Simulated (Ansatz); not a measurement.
# Ga4Sb3N: the cost of one run

Program: Ansatz 0.2.0. PAW datasets, plane waves, zero pressure. Spin-unpolarised throughout. Whether this structure exists isn't addressed.

## (1) The cell

This is the cell as the run starts from it, not yet at rest; its lengths are not the crystal's.

The symmetry is Pmm2 (No. 25, orthorhombic); a = 3.913 Å, b = 7.826 Å, c = 5.534 Å in the conventional setting, 21.18 Å³ an atom. Around N lie 4 Ga at 2.40 Å; around Ga lie 2 Sb at 2.40 Å and 2 N at 2.40 Å; around Sb lie 4 Ga at 2.40 Å; around Ga lie 3 Sb at 2.40 Å and 1 N at 2.40 Å.

As a file:

```cif
data_structure
_symmetry_space_group_name_H-M 'P 1'
_symmetry_Int_Tables_number 1
_cell_length_a 3.9129
_cell_length_b 7.8257
_cell_length_c 5.5336
_cell_angle_alpha 90.000
_cell_angle_beta 90.000
_cell_angle_gamma 90.000
_cell_volume 169.44
loop_
_atom_site_label
_atom_site_type_symbol
_atom_site_fract_x
_atom_site_fract_y
_atom_site_fract_z
_atom_site_occupancy
N1 N 0.00000 0.00000 0.00000 1
Ga1 Ga 0.50000 0.00000 0.75000 1
Sb1 Sb 0.50000 0.75000 0.50000 1
Ga2 Ga 0.00000 0.75000 0.25000 1
Sb2 Sb 0.00000 0.50000 0.00000 1
Ga3 Ga 0.50000 0.50000 0.75000 1
Sb3 Sb 0.50000 0.25000 0.50000 1
Ga4 Ga 0.00000 0.25000 0.25000 1
```

## (2) Relaxing with PBE

The input, input.yaml:

```yaml
crystal:
  lattice:
    - [3.91285574, 0.0, 0.0]
    - [0.0, 7.8257114799, 0.0]
    - [0.0, 0.0, 5.533613655]
  atoms:
    - { symbol: "N", position: [0.0, 0.0, 0.0] }
    - { symbol: Ga, position: [0.5, 0.0, 0.75] }
    - { symbol: Sb, position: [0.5, 0.75, 0.5] }
    - { symbol: Ga, position: [0.0, 0.75, 0.25] }
    - { symbol: Sb, position: [0.0, 0.5, 0.0] }
    - { symbol: Ga, position: [0.5, 0.5, 0.75] }
    - { symbol: Sb, position: [0.5, 0.25, 0.5] }
    - { symbol: Ga, position: [0.0, 0.25, 0.25] }
kpoints:
  mp_grid: { grid: [6, 4, 4] }
hamiltonian:
  xc: pbe
scf:
  occupations: { method: fermi_dirac, width: 0.02 }
relax:
  f_tol: 0.005
  cell: {}
```

Run with:

```
$ ansatz run input.yaml --threads 4 --pin off --max-ram 6451MiB --backend cpu --events-out ev --progress --plain --runs-dir out
```

What time and memory should one allow on 4 threads of Arm Neoverse V1, shared host?

About 2 min, with a peak of 0.74 GiB.
